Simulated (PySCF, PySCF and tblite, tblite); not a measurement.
**C₅H₈Sn: a path driven as a shift of bonds, and NMR exchange**

How fast is a shift of bonds in C₅H₈Sn (`[SnH3][CH]1C=CC=C1`), and when do the exchanging lines merge?

Computed with tblite 0.8.0 (tight binding) and PySCF 2.14.0 (DFT, with response routines of our own); each step states its level. Atoms count from 0 throughout.

## Step 1: The starting structure

14 atoms, charge 0, multiplicity 1; geometry from: force field or distance geometry start.

Bonds of the start (Å): C1–C2 1.50, C1–C5 1.49, C1–H9 1.12, C2–C3 1.32, C2–H10 1.08, C3–C4 1.44, C3–H11 1.08, C4–C5 1.32, C4–H12 1.08, C5–H13 1.08, Sn0–C1 2.13, Sn0–H6 1.75, Sn0–H7 1.76, Sn0–H8 1.75.

## Step 2: GFN2-xTB relaxation, start minimum

What the job is given:

```
{"job": {"xc": "GFN2-xTB", "basis": "xTB", "kind": "relax"}, "charge": 0, "multiplicity": 1}
Sn    -2.106400     0.103500     0.042800
C     -0.089900     0.068400     0.726800
C      0.617400    -1.170800     0.257800
C      1.617100    -0.840300    -0.546400
C      1.686100     0.595100    -0.645300
C      0.713700     1.131100     0.069000
H     -2.993100    -1.231400     0.742500
H     -2.850500     1.623500     0.523600
H     -2.120300    -0.035100    -1.700100
H     -0.029900     0.147800     1.846400
H      0.328600    -2.183100     0.509400
H      2.275800    -1.559100    -1.016700
H      2.404700     1.155300    -1.223900
H      0.546100     2.194600     0.160400
```

The run is started by

```console
$ OMP_NUM_THREADS=1 python ens_run.py task.json out
```

One launch serves the whole session.

The program printed:

```text
step      E/eV     max force
  0    -457.13694    1.584
  1    -457.21190    1.048
  2    -457.25336    0.473
  3    -457.27992    0.401
  4    -457.30602    0.528
  5    -457.32457    0.586
  6    -457.33686    0.373
  7    -457.34165    0.206
  8    -457.34370    0.196
  9    -457.34543    0.103
 10    -457.34687    0.106
 11    -457.34831    0.109
 12    -457.35016    0.157
 13    -457.35213    0.144
 14    -457.35385    0.092
 15    -457.35484    0.063
 16    -457.35536    0.059
 17    -457.35579    0.070
 18    -457.35634    0.073
 19    -457.35695    0.067
 20    -457.35744    0.055
 21    -457.35776    0.039
 22    -457.35801    0.039
 23    -457.35828    0.039
 24    -457.35856    0.042
 25    -457.35893    0.065
 26    -457.35946    0.095
 27    -457.36023    0.109
 28    -457.36109    0.088
 29    -457.36180    0.060
 30    -457.36231    0.059
 31    -457.36281    0.056
 32    -457.36338    0.060
 33    -457.36385    0.051
 34    -457.36412    0.045
 35    -457.36434    0.037
 36    -457.36462    0.045
 37    -457.36501    0.058
 38    -457.36541    0.053
 39    -457.36567    0.042
 40    -457.36583    0.046
 41    -457.36595    0.037
 42    -457.36605    0.034
 43    -457.36613    0.025
 44    -457.36618    0.024
 45    -457.36623    0.028
 46    -457.36628    0.020
 47    -457.36631    0.014
 48    -457.36633    0.008
 49    -457.36634    0.009
 50    -457.36635    0.010
 51    -457.36636    0.011
 52    -457.36637    0.007
 53    -457.36637    0.003
 54    -457.36637    0.003
```

It took 0.25 s on 1 thread of Arm Neoverse V2, shared host.

Gain 0.229 eV; displacement 0.14 Å root mean square.

## Step 3: Relaxed scan, to the middle

What the job is given:

```
{"job": {"xc": "GFN2-xTB", "basis": "xTB", "coordinate": [["d", [0, 1], 1], ["d", [0, 5], -1]], "kind": "drive"}, "charge": 0, "multiplicity": 1}
Sn    -2.039592     0.100233     0.002752
C     -0.002993     0.066764     0.827070
C      0.626207    -1.167248     0.328159
C      1.549002    -0.841450    -0.596867
C      1.618276     0.588097    -0.709405
C      0.737786     1.141572     0.146067
H     -2.964590    -1.157898     0.608037
H     -2.834770     1.521109     0.395412
H     -1.988897    -0.033837    -1.653442
H     -0.099506     0.156414     1.905294
H      0.367003    -2.149663     0.678398
H      2.163156    -1.524087    -1.157093
H      2.291021     1.112502    -1.364722
H      0.577220     2.187018     0.336773
```

The program printed:

```text
point  coordinate     E/eV
  0     -0.634     -457.34441
  1     -0.492     -457.28169
  2     -0.345     -457.18825
  3     -0.190     -457.07500
  4     -0.000     -457.00868
```

Wall time 0.85 s (1 thread of Arm Neoverse V2, shared host).

The highest point is number 4, 7.7 kcal/mol above the first.

## Step 4: Relaxed scan, from the middle, back

What the job is given:

```
{"job": {"xc": "GFN2-xTB", "basis": "xTB", "coordinate": [["d", [0, 1], 1], ["d", [0, 5], -1]], "kind": "drive"}, "charge": 0, "multiplicity": 1}
Sn    -1.815396     0.322248    -0.169763
C      0.183489    -0.237965     1.098998
C      0.819412    -1.273991     0.417733
C      1.451167    -0.744355    -0.701346
C      1.250940     0.630943    -0.744501
C      0.464721     0.997512     0.344782
H     -3.017079    -0.384181     0.824128
H     -2.492517     1.845692    -0.554119
H     -1.602844    -0.583669    -1.565391
H     -0.121467    -0.257327     2.131682
H      0.834754    -2.303730     0.726234
H      2.035217    -1.308455    -1.407231
H      1.653354     1.306974    -1.476684
H      0.384299     1.988652     0.757114
```

The program printed:

```text
point  coordinate     E/eV
  0     -0.120     -457.03937
  1     -0.224     -457.09814
  2     -0.326     -457.17405
  3     -0.417     -457.23700
  4     -0.509     -457.29117
  5     -0.597     -457.33111
  6     -0.685     -457.35517
  7     -0.772     -457.36328
```

Wall time 1.1 s (1 thread of Arm Neoverse V2, shared host).

## Step 5: Relaxed scan, from the middle, on

job is that of step 4.

The program printed:

```text
point  coordinate     E/eV
  0      0.119     -457.03845
  1      0.224     -457.09725
  2      0.325     -457.17384
  3      0.417     -457.23705
  4      0.508     -457.28947
  5      0.597     -457.33026
  6      0.685     -457.35543
  7      0.772     -457.36382
```

It took 1 s on 1 thread of Arm Neoverse V2, shared host.

## Step 6: Nudged elastic band, leg 1

What the job is given:

```
{"job": {"xc": "GFN2-xTB", "basis": "xTB", "kind": "neb"}, "charge": 0, "multiplicity": 1}
Sn    -2.035954     0.097204    -0.017099
C     -0.004165     0.062005     0.819741
C      0.628514    -1.170032     0.320196
C      1.556777    -0.840473    -0.598054
C      1.625716     0.589478    -0.705490
C      0.739933     1.139506     0.146700
H     -2.964522    -1.163747     0.577458
H     -2.834881     1.516060     0.375472
H     -1.976011    -0.030503    -1.673575
H     -0.107071     0.147974     1.897709
H      0.367934    -2.153795     0.665809
H      2.174551    -1.520938    -1.156884
H      2.301892     1.116565    -1.355002
H      0.577136     2.184154     0.339605
```

The program printed:

```text
image   E - E0 / eV
  0       0.0000
  1       0.0284
  2       0.1197
  3       0.3576
  4       0.1320
  5       0.0306
  6       0.0000
```

Wall time 1.5 s (1 thread of Arm Neoverse V2, shared host).

The highest point is number 3, 8.2 kcal/mol above the first.

## Step 7: Saddle search, leg 1

What the job is given:

```
{"job": {"xc": "GFN2-xTB", "basis": "xTB", "kind": "saddle"}, "charge": 0, "multiplicity": 1}
Sn    -1.818978     0.322607    -0.142828
C      0.179441    -0.240908     1.120825
C      0.812745    -1.276233     0.433725
C      1.444517    -0.743603    -0.682395
C      1.252547     0.634144    -0.714540
C      0.472496     0.997694     0.377179
H     -3.035266    -0.359433     0.852026
H     -2.484777     1.843832    -0.561435
H     -1.601413    -0.597220    -1.530723
H     -0.115894    -0.266329     2.155783
H      0.824290    -2.307072     0.736813
H      2.020224    -1.305437    -1.397008
H      1.656286     1.312211    -1.444606
H      0.393781     1.985747     0.797183
```

The program printed:

```text
step      E/eV     max force
  0    -457.00882   0.0406
  1    -457.00921   0.0041
  2    -457.00922   0.0000
lowest wavenumbers (cm-1): -259.6 136.6 161.0 261.3 328.0 402.4
```

Run time: 1.5 s. Hardware: 1 thread of Arm Neoverse V2, shared host.

Point group Cs; 1 imaginary mode, 260i cm⁻¹, carried by C1, C5, C4, C2. Steps downhill from it reached both ends.

## Step 8: DFT refinement, start: PBE0-D3(BJ)/def2-SVP

What the job is given:

```
{"job": {"xc": "PBE0", "basis": "def2-SVP", "kind": "refine"}, "charge": 0, "multiplicity": 1}
Sn    -2.039592     0.100233     0.002752
C     -0.002993     0.066764     0.827070
C      0.626207    -1.167248     0.328159
C      1.549002    -0.841450    -0.596867
C      1.618276     0.588097    -0.709405
C      0.737786     1.141572     0.146067
H     -2.964590    -1.157898     0.608037
H     -2.834770     1.521109     0.395412
H     -1.988897    -0.033837    -1.653442
H     -0.099506     0.156414     1.905294
H      0.367003    -2.149663     0.678398
H      2.163156    -1.524087    -1.157093
H      2.291021     1.112502    -1.364722
H      0.577220     2.187018     0.336773
```

The program printed:

```text
step      E/eV     max force
  0    -11135.31256   0.7502
  1    -11135.41705   0.2677
  2    -11135.43488   0.0814
  3    -11135.43609   0.0318
  4    -11135.43620   0.0101
```

Run time: 53 s. Hardware: 1 thread of Arm Neoverse V2, shared host; peak memory 0.58 GiB.

The energy fell by 0.124 eV, and the atoms moved 0.10 Å (root mean square).

**DFT refinement, saddle of leg 1: PBE0-D3(BJ)/def2-SVP**

What the job is given:

```
{"job": {"xc": "PBE0", "basis": "def2-SVP", "kind": "refine"}, "charge": 0, "multiplicity": 1}
Sn    -1.814974     0.329789    -0.147293
C      0.184482    -0.235939     1.126413
C      0.809488    -1.274566     0.440755
C      1.438659    -0.747744    -0.681370
C      1.249517     0.628987    -0.719109
C      0.469950     0.998894     0.374016
H     -3.021094    -0.391258     0.831931
H     -2.502652     1.849901    -0.534497
H     -1.579853    -0.574831    -1.541982
H     -0.116805    -0.256181     2.159532
H      0.818788    -2.304498     0.746950
H      2.009543    -1.314843    -1.395505
H      1.652885     1.303760    -1.451624
H      0.402066     1.988529     0.791784
```

The program printed:

```text
step      E/eV     max force
  0    -11135.04885   0.6730
  1    -11135.14571   0.2485
  2    -11135.14070   0.2678
  3    -11135.15689   0.0697
  4    -11135.15663   0.0513
  5    -11135.15737   0.0194
  6    -11135.15316   0.1545
  7    -11135.15738   0.0150
```

It took 85 s on 1 thread of Arm Neoverse V2, shared host; peak memory 0.58 GiB.

Relaxing gained 0.109 eV and moved the atoms by 0.07 Å on average (rms).

(Part 1 of 2 ends here.)
